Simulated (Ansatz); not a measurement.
**C4H8ClNOZr: a ladder of functionals and wavefunction methods**

The task here is to estimate one member of a computed series from the others.

Computed with Ansatz 0.2.0, Gaussian basis. Level: functionals in def2-TZVPP, the program's frozen cores in correlated methods.

The runs, in order: LDA (SPW92), PBE-D4, revPBE-D4, BLYP-D4, r2SCAN-D4, B97M-V, PBE0-D4, B3LYP-D4, r2SCANh-D4, r2SCAN0-D4, HSE06-D4, BHLYP-D4, CAM-B3LYP-D4, LC-ωPBE, ωB97X-V, ωB97M-V, B2PLYP, PBE-QIDH; CCSD(T)/def2-SVP; CCSD(T)/def2-TZVPP; MP2/def2-QZVPP; extrapolation to the limit; RPA on PBE.

1 further run of the same task is left out (it didn't finish).

### The geometry

All runs share one geometry, relaxed beforehand with PBE0-D4 in a triple-zeta def2 set. Zr takes the def2 core potential; no spin-orbit term is included.

SMILES `C#[C][Zr]([OH])([Cl])[N](C)C`, 16 atoms, charge 0, spin multiplicity 1.

Atoms are counted from 1 here; the program's logs count them from 0.

Bond lengths: C1–C2 1.216 Å, C1–H9 1.067 Å, C2–Zr3 2.203 Å, Zr3–O4 1.906 Å, Zr3–Cl5 2.378 Å, Zr3–N6 1.994 Å, O4–H10 0.954 Å, N6–C7 1.439 Å, N6–C8 1.447 Å, C7–H11 1.091 Å, C7–H12 1.098 Å, C7–H13 1.098 Å, C8–H14 1.098 Å, C8–H15 1.098 Å, C8–H16 1.097 Å. Angles: C2–C1–H9 179.9°, C1–C2–Zr3 178.1°, C2–Zr3–O4 110.9°, C2–Zr3–Cl5 109.6°, C2–Zr3–N6 104.3°, O4–Zr3–Cl5 115.0°, O4–Zr3–N6 107.3°, Cl5–Zr3–N6 109.2°, Zr3–O4–H10 162.2°, Zr3–N6–C7 133.0°, Zr3–N6–C8 113.0°, C7–N6–C8 114.0°, N6–C7–H11 110.4°, N6–C7–H12 111.1°, N6–C7–H13 111.3°, H11–C7–H12 108.1°, H11–C7–H13 108.2°, H12–C7–H13 107.6° and more.

Set-up of the first run:

Input file in.yaml:

```yaml
crystal:
  periodic: [false, false, false]
  atoms:
    - {symbol: C, position_ang: [-2.331173, -2.690955, 0.308082]}
    - {symbol: C, position_ang: [-1.791590, -1.706002, -0.158216]}
    - {symbol: Zr, position_ang: [-0.878833, 0.105310, -1.017751]}
    - {symbol: O, position_ang: [-0.126761, -0.260281, -2.730199]}
    - {symbol: Cl, position_ang: [-2.449345, 1.889965, -0.972187]}
    - {symbol: N, position_ang: [0.630690, 0.528766, 0.213733]}
    - {symbol: C, position_ang: [2.057383, 0.588942, 0.033248]}
    - {symbol: C, position_ang: [0.193250, 0.851797, 1.554568]}
    - {symbol: H, position_ang: [-2.805581, -3.555050, 0.716543]}
    - {symbol: H, position_ang: [-0.025858, -0.378650, -3.671086]}
    - {symbol: H, position_ang: [2.322097, 0.336211, -0.994863]}
    - {symbol: H, position_ang: [2.570506, -0.115827, 0.701110]}
    - {symbol: H, position_ang: [2.444795, 1.593669, 0.250250]}
    - {symbol: H, position_ang: [0.478379, 1.873335, 1.837300]}
    - {symbol: H, position_ang: [-0.899845, 0.785575, 1.639671]}
    - {symbol: H, position_ang: [0.611885, 0.153217, 2.289808]}
basis:
  gaussian: {orbitals: def2-TZVPP}
hamiltonian: {xc: lda}
output: {orbitals: {seedname: orbitals}}
```

The run is started by

```sh
> ansatz run in.yaml --threads 2 --pin off --events-out ev --progress --plain --max-ram 22528MiB --backend cuda --devices 0, --max-vram 18GiB
```

Steps of the session up to this table: LDA; PBE-D4 (GGA); revPBE-D4 (GGA); BLYP-D4 (GGA); r2SCAN-D4 (meta-GGA); B97M-V (meta-GGA); B3LYP-D4 (hybrid); r2SCANh-D4 (hybrid); r2SCAN0-D4 (hybrid); HSE06-D4 (hybrid); BHLYP-D4 (hybrid); CAM-B3LYP-D4 (range-separated); LC-ωPBE (range-separated); ωB97X-V (range-separated); ωB97M-V (range-separated); B2PLYP (double hybrid); PBE-QIDH (double hybrid).

One of the session's tables, all rows but one given; the rest of the session is left out.

It belongs to the step «Orbital energies across the functionals». 

| functional | HOMO (eV) | LUMO (eV) | gap (eV) |
| --- | --- | --- | --- |
| LDA (SPW92) | -5.81 | -2.47 | 3.34 |
| PBE-D4 | -5.67 | -2.24 | 3.43 |
| revPBE-D4 | -5.61 | -2.15 | 3.47 |
| BLYP-D4 | -5.54 | -2.10 | 3.44 |
| r2SCAN-D4 | -5.88 | -2.07 | 3.80 |
| B97M-V | -5.95 | -2.06 | 3.89 |
| PBE0-D4 | -6.88 | -1.42 | 5.46 |
| B3LYP-D4 | -6.67 | -1.62 | 5.06 |
| r2SCANh-D4 | -6.34 | -1.77 | 4.56 |
| r2SCAN0-D4 | -7.03 | -1.32 | 5.72 |
| HSE06-D4 | -6.48 | -1.79 | 4.70 |
| BHLYP-D4 | -8.01 | -0.45 | 7.56 |
| CAM-B3LYP-D4 | -8.21 | -0.34 | 7.87 |
| LC-ωPBE | -9.52 | 0.80 | 10.32 |
| ωB97X-V | -9.19 | 0.70 | 9.89 |
| ωB97M-V | ? | ? | ? |

**Question.** Estimate the row for ωB97M-V.

**Answer.** HOMO (eV): -9.10; LUMO (eV): 0.59; gap (eV): 9.69. In the column «HOMO (eV)» it lies between ωB97X-V (-9.19) and CAM-B3LYP-D4 (-8.21).
